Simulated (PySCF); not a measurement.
# ScHS (+2), a cluster of ions: interaction energy

Programs: PySCF 2.14.0. All values are calculated, for the isolated system unless a continuum is named. Atoms count from 0, parts from 1.

## Step 1: Starting point

3 atoms, charge 2, multiplicity 1; geometry: GFN2-xTB. Parts: 1 = atom 0, `[Sc+3]`, charge 3; 2 = atoms 1–2, `[SH-]`, charge -1.

## Step 2: Relaxing the molecule at PBE0-D3(BJ)/def2-SVPD

The job: settings as JSON, then the geometry in Å.

```
{"job": {"xc": "PBE0", "basis": "def2-SVPD", "d3": "d3bj", "grid": 2, "kind": "geom", "shake": 0.01}, "charge": 2, "multiplicity": 1, "parts": [{"atoms": "0-0", "charge": 3, "multiplicity": 1}, {"atoms": "1-2", "charge": -1, "multiplicity": 1}]}
Sc     0.313069    -0.218837     0.068317
S      1.940617    -1.388756     1.459652
H      2.724131    -1.790231     0.335984
```

The run is started by

```
> OMP_NUM_THREADS=1 python cluster_run.py task.json out
```

The driver reads the jobs from task.json and runs them one after another.

**Question.** How long does this first job take on 1 thread of Intel Xeon 6975P-C, shared host, and how much memory does it need?

About 6.7 s, with a peak of 0.33 GiB.
